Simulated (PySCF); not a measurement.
# C10H10N: the cost of one run

Programs: PySCF 2.14.0, with density-fitted response routines of our own. Each step states its level of theory. These are calculated values for one molecule, in the gas phase or a continuum, unless marked as measured. Atoms are numbered from 0 throughout.

**1. The molecule as given**

21 atoms, charge 1, multiplicity 1; geometry from: GFN2-xTB. The atoms were then displaced at random by about 0.01 Å, so the start is not that level's minimum.

Bonds of the start (Å): C0–N1 1.45, N1–C2 1.33, C2–C3 1.43, C3–C4 1.34, C4–C5 1.39, C5–C6 1.43, C6–C7 1.36, C7–C8 1.41, C8–C9 1.37, C9–C10 1.41, C10–N1 1.37, C10–C5 1.44, C0–H11 1.11, C0–H12 1.08, C0–H13 1.07, C2–H14 1.06, C3–H15 1.10, C4–H16 1.10, C6–H17 1.07, C7–H18 1.06, C8–H19 1.07, C9–H20 1.08.

**2. Geometry optimisation at PBE0-D3(BJ)/def2-SVP**

The job: settings as JSON, then the geometry in Å.

```
{"job": {"xc": "PBE0", "basis": "def2-SVP", "d3": "d3bj", "grid": 1, "shake": 0.01, "kind": "geom"}, "charge": 1, "multiplicity": 1}
C     -2.329060    -1.075040     0.049020
N     -1.374930     0.010690     0.057300
C     -1.801740     1.270030     0.136430
C     -0.868060     2.348370     0.161710
C      0.447390     2.096870     0.082470
C      0.911140     0.784360    -0.001110
C      2.302170     0.475200    -0.074610
C      2.732390    -0.814380    -0.165960
C      1.778010    -1.858030    -0.156370
C      0.429460    -1.612590    -0.095220
C     -0.042120    -0.290350    -0.006260
H     -3.345750    -0.631060     0.118880
H     -2.301950    -1.612580    -0.889390
H     -2.211920    -1.715990     0.898930
H     -2.851640     1.429470     0.200070
H     -1.292800     3.361670     0.244560
H      1.163090     2.926780     0.104570
H      2.990020     1.297950    -0.057160
H      3.767260    -1.055800    -0.215820
H      2.100620    -2.876100    -0.238680
H     -0.272740    -2.437190    -0.130370
```

On the command line:

```
$ OMP_NUM_THREADS=1 python probes_run.py task.json out
```

The driver reads the jobs from task.json and runs them one after another.

**Question.** How long does this first job take on 1 thread of AMD EPYC, shared host, and how much memory does it need?

About 5.4 min, with a peak of 0.95 GiB.
